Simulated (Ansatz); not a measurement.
# HF/STO-3G run of InCNF2 (SMILES N#[C][In]([F])[F])

What is the electronic atomisation energy of InCNF2 at HF/STO-3G? 

The results are computed with Ansatz 0.2.0.

45 further runs of the same task are left out: 1 that didn't finish, 44 set aside as unsound or not needed. Runs told in other sessions of the task aren't counted.

**1. Starting point**

InCNF2 has 5 atoms, charge 0, and is taken as a singlet. SMILES: `N#[C][In]([F])[F]`. The shape is that of a PBE0-D4/def2-TZVP optimisation.

Bond lengths: N1–C2 1.152 Å, C2–In3 2.072 Å, In3–F4 1.919 Å, In3–F5 1.919 Å. Angles: N1–C2–In3 180.0°, C2–In3–F4 123.5°, C2–In3–F5 123.5°, F4–In3–F5 112.9°.

**2. A single-point energy at HF/STO-3G**

Input file run.yaml:

```yaml
crystal:
  periodic: [false, false, false]
  atoms:
    - {symbol: N, position_ang: [1.298000, -1.592200, 1.589600]}
    - {symbol: C, position_ang: [0.724900, -0.890300, 0.878600]}
    - {symbol: In, position_ang: [-0.306000, 0.372300, -0.400300]}
    - {symbol: F, position_ang: [-1.872100, -0.154800, -1.375500]}
    - {symbol: F, position_ang: [0.205100, 2.191400, -0.733700]}
basis:
  gaussian: {orbitals: STO-3G}
hamiltonian: {xc: hf}
accuracy: high
output: {orbitals: {seedname: orbitals}}
```

On the command line:

```sh
ansatz run run.yaml --threads 1 --pin off --max-ram 3480MiB --events-out events.jsonl --progress --plain --runs-dir runs
```

What it wrote:

```text
Warning: RAYON_NUM_THREADS=1 ignored (pool sized by the plan → 1); use --threads N
Functional definition: HF
  name "HF"
  exchange = exact_x
  correlation = 0
918 factors; integrals over basis functions are off by at most 5.7e-9 eV
mean field evaluation 1: about -162449.0333 eV, gradient 3.9e1 eV
mean field evaluation 2: about -162449.0930 eV, gradient 3.9e1 eV
mean field evaluation 4: about -162455.1714 eV, gradient 3.3e0 eV
mean field evaluation 8: about -162455.2405 eV, gradient 1.2e-3 eV
mean field -162455.24054635 eV, -5970.1199739614 hartree, gradient 3.7e-8 eV, S^2 0.000000; 0 other end points of the search recorded, 0 dependent functions left out
reference -162455.24054635 eV, -5970.1199739614 hartree; 40, 40 occupied and 7, 7 virtual orbitals, 918 factors
Total energy: -162455.24054635 eV, -5970.1199739614 hartree
```

Run time: 1.2 s. Hardware: 1 thread of Arm Neoverse V1, shared host; peak memory 0.12 GiB.

**3. The C atom at the same level**

Input file input.yaml:

```yaml
crystal:
  periodic: [false, false, false]
  atoms:
    - symbol: C
      position_ang: [0.000000, 0.000000, 0.000000]
basis:
  gaussian:
    orbitals: STO-3G
magnetization:
  spin_polarized: true
  initial_magnetization: 2
hamiltonian:
  xc: hf
accuracy: high
```

Run the same way, it converges to -37.19839 Eh (log not shown).

**4. The F atom**

Input file job.yaml:

```yaml
crystal:
  periodic: [false, false, false]
  atoms:
    - {symbol: F, position_ang: [0.000000, 0.000000, 0.000000]}
basis:
  gaussian:
    orbitals: STO-3G
magnetization:
  spin_polarized: true
  initial_magnetization: 1
hamiltonian:
  xc: hf
accuracy: high
```

On the command line:

```sh
ansatz run job.yaml --threads 1 --pin off --max-ram 3480MiB --events-out events.jsonl --progress --plain --runs-dir runs
```

What it wrote:

```text
Warning: RAYON_NUM_THREADS=1 ignored (pool sized by the plan → 1); use --threads N
[... 4 set-up lines as earlier in the session ...]
15 factors; integrals over basis functions are off by at most 1.2e-9 eV
mean field evaluation 1: about -2666.3486 eV, gradient 1.5e-14 eV
mean field evaluation 2: about -2666.3486 eV, gradient 0.0e0 eV
mean field -2666.34863534 eV, -97.9865050328 hartree, gradient 0.0e0 eV, S^2 0.750000; 2 other end points of the search recorded, 0 dependent functions left out
reference -2666.34863534 eV, -97.9865050328 hartree; 5, 4 occupied and 0, 1 virtual orbitals, 15 factors
Total energy: -2666.34863534 eV, -97.9865050328 hartree
```

Run time: 0.04 s. Hardware: 1 thread of Arm Neoverse V1, shared host.

**5. The In atom at the same level**

Input file molecule.yaml:

```yaml
basis:
  gaussian: {orbitals: STO-3G}
crystal:
  periodic: [false, false, false]
  atoms:
    - {symbol: In, position_ang: [0.000000, 0.000000, 0.000000]}
magnetization: {spin_polarized: true, initial_magnetization: 1}
hamiltonian: {xc: hf}
accuracy: high
```

Run the same way, it converges to -5682.77739 Eh (log not shown).

**6. The N atom at the same level**

Input file run.yaml:

```yaml
crystal:
  periodic: [false, false, false]
  atoms:
    - {symbol: "N", position_ang: [0.000000, 0.000000, 0.000000]}
basis:
  gaussian: {orbitals: STO-3G}
magnetization: {spin_polarized: true, initial_magnetization: 3}
hamiltonian: {xc: hf}
accuracy: high
```

On the command line:

```sh
ansatz run run.yaml --threads 1 --pin off --max-ram 3480MiB --events-out events.jsonl --progress --plain --runs-dir runs
```

What it wrote:

```text
Warning: RAYON_NUM_THREADS=1 ignored (pool sized by the plan → 1); use --threads N
[... 4 set-up lines as earlier in the session ...]
15 factors; integrals over basis functions are off by at most 1.1e-9 eV
mean field evaluation 1: about -1461.7687 eV, gradient 1.8e-14 eV
mean field evaluation 2: about -1461.7687 eV, gradient 0.0e0 eV
mean field -1461.76873496 eV, -53.7190101874 hartree, gradient 0.0e0 eV, S^2 3.750000; 0 other end points of the search recorded, 0 dependent functions left out
reference -1461.76873496 eV, -53.7190101874 hartree; 5, 2 occupied and 0, 3 virtual orbitals, 15 factors
Total energy: -1461.76873496 eV, -53.7190101874 hartree
```

Wall time 0.04 s (1 thread of Arm Neoverse V1, shared host).

**7. Results**

Level: HF/STO-3G.

| quantity | value |
| --- | --- |
| molecule: total energy | -5970.11997 Eh |
| molecule: HOMO energy | -9.50 eV |
| molecule: LUMO energy | 5.05 eV |
| molecule: HOMO–LUMO gap | 14.55 eV |
| C atom: total energy | -37.19839 Eh |
| C atom: ⟨S²⟩ | 2.000 |
| F atom: total energy | -97.98651 Eh |
| F atom: ⟨S²⟩ | 0.750 |
| In atom: total energy | -5682.77739 Eh |
| In atom: ⟨S²⟩ | 0.750 |
| N atom: total energy | -53.71901 Eh |
| N atom: ⟨S²⟩ | 3.750 |
| electronic atomisation energy | 12.304 eV |

In words: Taking the molecule apart into free atoms costs 12.30 eV (1187 kJ/mol), before zero-point energy and without spin-orbit coupling. Hartree–Fock lacks the correlation of the bonding pairs, which as a rule makes this value much too low; in minimal bases other errors can mask that. In a minimal basis such a difference can be off by several eV, whatever the method. Relativity is left out (molecule) although the molecule holds a heavy atom. Relativity is left out (In atom) although the molecule holds a heavy atom.
